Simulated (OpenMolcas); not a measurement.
**Tm³⁺: CASSCF and CASPT2 terms and fine-structure levels**

Wanted: the level scheme of Tm³⁺ from active-space wave functions, then second-order correlation under several settings.

The numbers are computed with OpenMolcas 26.06 (state-averaged CASSCF and CASPT2, spin-orbit coupling by RASSI with atomic mean-field integrals), except any that are marked as measured or tabulated.

## (1) Starting point

```
Species                           : Tm³⁺ (thulium, Z = 69, 66 electrons)
Basis                             : ANO-RCC-VDZP [7s6p4d2f1g], 68 functions
Scalar Hamiltonian                : DKH2, point nucleus
Inactive shells                   : 1s 2s 2p 3s 3p 3d 4s 4p 4d 5s 5p
Active space                      : 12 electrons in 7 orbitals (4f)
Some configurations of this space : 4f12
Orbitals                          : optimised for each spin and parity, averaged over all roots
```

The outer shells:

4f12
```
4f [↑↓][↑↓][↑↓][↑↓][↑↓][↑ ][↑ ]
```

Each step is its own input file, run in one work folder so that later steps find the files of earlier ones. Labels, J, g values, rates, χT and fits are worked out afterwards by a script from the matrices that RASSI stores.

## (2) One- and two-electron integrals

a.inp reads:

```
&GATEWAY
Coord
1

Tm 0.0 0.0 0.0
Basis=ANO-RCC-VDZP
Group=XYZ
NoMove
AngMom=0.0 0.0 0.0
AMFI
&SEWARD
```

On the command line:

```
$ OMP_NUM_THREADS=1 MOLCAS_MEM=2252 MOLCAS_PROJECT=a pymolcas a.inp > a.log
```

## (3) Reference wave functions, triplets of even parity, 21 roots

a.inp reads:

```
&RASSCF
FileOrb=start.orb
Symmetry=1
Spin=3
nActEl=12 0 0
Inactive=15 12
Ras2=0 7
CIRoot=21 21 1
SDav=21
CIMx=300
Iter=120 100
PrWF=0.3
OrbListing=Nothing
MaxOrb=0
Atom
>>> COPY $Project.JobIph JOB001
```

start.orb holds the contracted functions of the basis, ordered by shell, or the orbitals of the step before.

## (4) CASSCF: singlets of even parity, 28 roots

a.inp reads:

```
&RASSCF
FileOrb=start.orb
Symmetry=1
Spin=1
nActEl=12 0 0
Inactive=15 12
Ras2=0 7
CIRoot=28 28 1
SDav=28
CIMx=300
Iter=120 100
PrWF=0.3
OrbListing=Nothing
MaxOrb=0
Atom
>>> COPY $Project.JobIph JOB002
```

## (5) State interaction with spin-orbit coupling

a.inp reads:

```
&RASSI
NrOfJobIphs=2 21 27
1 2 3 4 5 6 7 8 9 10 11 12 13 14 15 16 17 18 19 20 21
1 2 3 4 5 6 7 8 9 10 11 12 13 14 15 16 17 18 19 20 21 22 23 24 25 26 27
IphNames
JOB001
JOB002
EJob
SpinOrbit
DIPRint=1.0
SOCoupling=1000.0
Subsets=2
MEES
Property=10
'ANGMOM' 1 'ANGMOM' 2 'ANGMOM' 3 'MLTPL  1' 1 'MLTPL  1' 2 'MLTPL  1' 3
'AMFI' 1 'AMFI' 2 'AMFI' 3 'MLTPL  2' 6
SOProperty=3
'ANGMOM' 1 'ANGMOM' 2 'ANGMOM' 3
```

## (6) CASPT2: IPEA 0.25, imaginary shift 0.1 (closed shells correlated: 5s 5p)

a.inp reads:

```
>>> COPY JOB001 $Project.JobIph
&CASPT2
Multistate=21 1 2 3 4 5 6 7 8 9 10 11 12 13 14 15 16 17 18 19 20 21
Frozen=14 9
IPEA=0.25
Imaginary=0.1
MaxIter=60
WThr=0.0 0.3 0.05
PrWF=0.5
NoMix
>>> COPY JOB002 $Project.JobIph
&CASPT2
Multistate=27 1 2 3 4 5 6 7 8 9 10 11 12 13 14 15 16 17 18 19 20 21 22
23 24 25 26 27
Frozen=14 9
IPEA=0.25
Imaginary=0.1
MaxIter=60
WThr=0.0 0.3 0.05
PrWF=0.5
NoMix
```

## (7) CASPT2: IPEA 0.25, imaginary shift 0.1 (closed shells correlated: 4d 5s 5p)

Changes to a.inp since step 6:

```diff
@@ -3,3 +3,3 @@
 Multistate=21 1 2 3 4 5 6 7 8 9 10 11 12 13 14 15 16 17 18 19 20 21
-Frozen=14 9
+Frozen=9 9
 IPEA=0.25
@@ -14,3 +14,3 @@
 23 24 25 26 27
-Frozen=14 9
+Frozen=9 9
 IPEA=0.25
```

(Steps that only read results are left out.)

Q: Predict the outcome of this session. Wanted: lowest level; first excited level; spin-orbit lowering of the lowest level; strongest of the lines computed, by gA.

The runs gave:

```
                                                                                      quantity                                                                        value
                                                                                        method  SS-CASPT2, IPEA 0.25, imaginary shift 0.1 (closed shells correlated: 5s 5p)
                                                                                  lowest level                                       4f12 3H6, 99 % of that term, g = 1.166
                                                                   ground level listed by NIST                                                                          3H6
                                                                           first excited level                                                        4f12 3F4 at 5910 cm-1
                                                       spin-orbit lowering of the lowest level                                                                    7060 cm-1
strongest of the lines computed, by gA (one parity, so forbidden lines), at SS-CASPT2 energies                                4f12 1G4 → 4f12 3H5, 745 nm, A = 2.52e+01 s⁻¹
```

Cost and accuracy by method:

```
                                                 method  time of its own steps  time with the reference  mean absolute difference from the measured levels (cm-1)
                                              A. CASSCF                   11 s                     11 s                                                      2900
   B. SS-CASPT2, IPEA 0.25, imaginary shift 0.1, +5s 5p                   15 s                     26 s                                                      1500
C. SS-CASPT2, IPEA 0.25, imaginary shift 0.1, +4d 5s 5p                   18 s                     29 s                                                      1200
```

Times are of one thread on a shared host.

The multiplet 3H is inverted; its intervals divided by the larger J differ by 43 % of their mean, where Landé's rule for pure LS coupling makes them equal. Second-order correlation (method B) scales the levels of the lowest configuration above 5000 cm⁻¹ by 0.88 to 1.00. Method C lies closest to the measured levels (1200 cm⁻¹ on average) and A farthest (2900). Only the configurations of the active space and the roots asked for are present. Not all states of the active space went into the spin-orbit step. Measured levels are paired by their LS label, which is uncertain where the leading share is low. CASPT2 does not keep the components of a term degenerate, and the means are used. The basis is small and contracted for the neutral atom, so it is rough for this charge. Levels of other configurations are missing from the list.
